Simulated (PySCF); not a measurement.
# CH7B2FN2: the cost of one run

Programs: PySCF 2.14.0, with density-fitted response routines of our own. Each step states its level of theory. These are calculated values for one molecule in the gas phase, unless marked as measured. Atoms count from 0, in the outputs and in this text.

## 1. Starting geometry

13 atoms, charge 0, multiplicity 1; geometry from: GFN2-xTB. The atoms were then displaced at random by about 0.01 Å, so the start is not that level's minimum.

Bonds of the start (Å): B0–N1 1.39, N1–B2 1.42, B2–F3 1.38, B2–N4 1.40, N4–C5 1.44, B0–H6 1.15, B0–H7 1.18, N1–H8 1.02, N4–H9 1.00, C5–H10 1.08, C5–H11 1.11, C5–H12 1.09.

## 2. Optimising the geometry at PBE0-D3(BJ)/def2-SVP

What the job is given:

```
{"job": {"xc": "PBE0", "basis": "def2-SVP", "d3": "d3bj", "grid": 1, "shake": 0.01, "kind": "geom"}, "charge": 0, "multiplicity": 1}
B     -2.389980    -0.224060    -0.214400
N     -1.470970     0.810860    -0.075450
B     -0.052600     0.757360     0.035130
F      0.641080     1.942160     0.165030
N      0.715260    -0.414180     0.026870
C      2.151830    -0.514140     0.145940
H     -2.045730    -1.316650    -0.260360
H     -3.529700     0.086010    -0.302580
H     -1.813010     1.770120    -0.021930
H      0.242510    -1.294340    -0.046270
H      2.571890     0.475430     0.244520
H      2.438360    -1.099400     1.038600
H      2.546860    -0.996060    -0.745410
```

Started as:

```console
OMP_NUM_THREADS=1 python probes_run.py task.json out
```

One launch serves the whole session: the jobs run in the order shown.

**Question.** How long does this first job take on 1 thread of Arm Neoverse V1, shared host, and how much memory does it need?

About 64 s, with a peak of 0.51 GiB.
